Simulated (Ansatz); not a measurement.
# C₂H₆BrIn: one species, many methods

Aim: compute C₂H₆BrIn with functionals from several rungs and with coupled cluster. The yardstick is the atomisation energy at the CCSD(T) limit.

Method: functionals in def2-TZVPP, the program's frozen cores in correlated methods; program: Ansatz 0.2.0, Gaussian basis.

The runs, in order: PBE-D4, r2SCAN-D4, PBE0-D4, B3LYP-D4, ωB97X-V, ωB97M-V, B2PLYP; CCSD(T)/def2-TZVPP; MP2/def2-QZVPP; extrapolation to the limit.

## 1. The geometry

The geometry comes from an earlier relaxation with PBE0-D4 in a triple-zeta def2 set; it is a stationary point, not always the lowest conformer. In takes the def2 core potential; no spin-orbit term is included.

SMILES `[CH3][InH][CH2]Br`, 10 atoms, charge 0, spin multiplicity 1.

Atoms are counted from 1 here; the program's logs count them from 0.

Bond lengths: C1–In2 2.146 Å, C1–H5 1.090 Å, C1–H6 1.092 Å, C1–H7 1.091 Å, In2–C3 2.177 Å, In2–H8 1.721 Å, C3–Br4 1.978 Å, C3–H9 1.087 Å, C3–H10 1.087 Å. Angles: In2–C1–H5 111.6°, In2–C1–H6 109.6°, In2–C1–H7 109.5°, H5–C1–H6 108.6°, H5–C1–H7 109.3°, H6–C1–H7 108.2°, C1–In2–C3 115.8°, C1–In2–H8 128.0°, C3–In2–H8 116.1°, In2–C3–Br4 95.2°, In2–C3–H9 118.5°, In2–C3–H10 118.2°, Br4–C3–H9 105.6°, Br4–C3–H10 105.6°, H9–C3–H10 110.7°.

Coordinates:

```mol
C2H6BrIn
  3D, bonds by distance, orders not assigned

 10  9  0  0  0  0  0  0  0  0999 V2000
   -1.8002    0.4807    0.0460 C   0  0
   -0.1393   -0.8751    0.1408 In  0  0
    1.8313    0.0456    0.2252 C   0  0
    2.0361    0.2094   -1.7353 Br  0  0
   -2.6785    0.0085   -0.3932 H   0  0
   -2.0546    0.8199    1.0527 H   0  0
   -1.5242    1.3529   -0.5482 H   0  0
   -0.1683   -2.5932    0.0447 H   0  0
    2.6712   -0.5581    0.5579 H   0  0
    1.9095    1.0581    0.6125 H   0  0
  1  2  8  0
  2  3  8  0
  3  4  8  0
  1  5  8  0
  1  6  8  0
  1  7  8  0
  2  8  8  0
  3  9  8  0
  3 10  8  0
M  END
```

## 2. PBE-D4 (GGA)

in.yaml reads:

```yaml
crystal:
  periodic: [false, false, false]
  atoms:
    - {symbol: C, position_ang: [-1.800152, 0.480654, 0.045969]}
    - {symbol: In, position_ang: [-0.139263, -0.875071, 0.140817]}
    - {symbol: C, position_ang: [1.831300, 0.045648, 0.225232]}
    - {symbol: Br, position_ang: [2.036142, 0.209392, -1.735302]}
    - {symbol: H, position_ang: [-2.678511, 0.008506, -0.393241]}
    - {symbol: H, position_ang: [-2.054562, 0.819909, 1.052664]}
    - {symbol: H, position_ang: [-1.524210, 1.352925, -0.548224]}
    - {symbol: H, position_ang: [-0.168291, -2.593238, 0.044712]}
    - {symbol: H, position_ang: [2.671234, -0.558059, 0.557875]}
    - {symbol: H, position_ang: [1.909515, 1.058136, 0.612497]}
basis:
  gaussian: {orbitals: def2-TZVPP}
hamiltonian: {xc: pbe, dispersion: d4}
output: {forces: true, orbitals: {seedname: orbitals}}
```

On the command line:

```bash
$ ansatz run in.yaml --threads 4 --pin off --events-out ev --progress --plain --max-ram 10444MiB
```

The runs that follow: r2SCAN-D4 (meta-GGA); PBE0-D4 (hybrid); B3LYP-D4 (hybrid); ωB97X-V (range-separated); ωB97M-V (range-separated); B2PLYP (double hybrid); CCSD(T) in def2-TZVPP; MP2 in def2-QZVPP.

**Question.** What will the summary of the whole plan be? Wanted: atomisation energy, CCSD(T)/CBS; farthest; mean size of error, hybrid; mean size of error, range-separated; gap, smallest and largest; T1 diagnostic; triples share of the correlation energy.

As calculated:

```
                               quantity                                         value
        atomisation energy, CCSD(T)/CBS                                747.5 kcal/mol
functionals within 7.5 kcal/mol (1.0 %)  PBE-D4, r2SCAN-D4, PBE0-D4, ωB97X-V, ωB97M-V
                               farthest                       B2PLYP (-16.4 kcal/mol)
             mean size of error, hybrid                                  7.2 kcal/mol
    mean size of error, range-separated                                  3.2 kcal/mol
              gap, smallest and largest           3.92 eV (PBE-D4), 9.80 eV (ωB97X-V)
                          T1 diagnostic                                        0.0112
triples share of the correlation energy                                         3.5 %
```

In words: PBE-D4 misses by +3.5 kcal/mol. Double hybrids carry the basis error of their MP2 part in triple zeta, and no dispersion term here, so their miss is partly the set-up's. The reference freezes the cores and leaves out spin-orbit coupling and excitations past (T), and its outer-core shells are covered unevenly, so misses under about 7.5 kcal/mol can't be ranked. All levels share the lack of spin-orbit coupling, which lowers the free heavy atoms and so the true binding. Hartree-Fock recovers 73 % of the binding; the rest is correlation. Orbital gaps span 3.9 to 9.8 eV; exact exchange widens them. Correlated methods include outer-core shells of Br, In, which these sets cover unevenly.
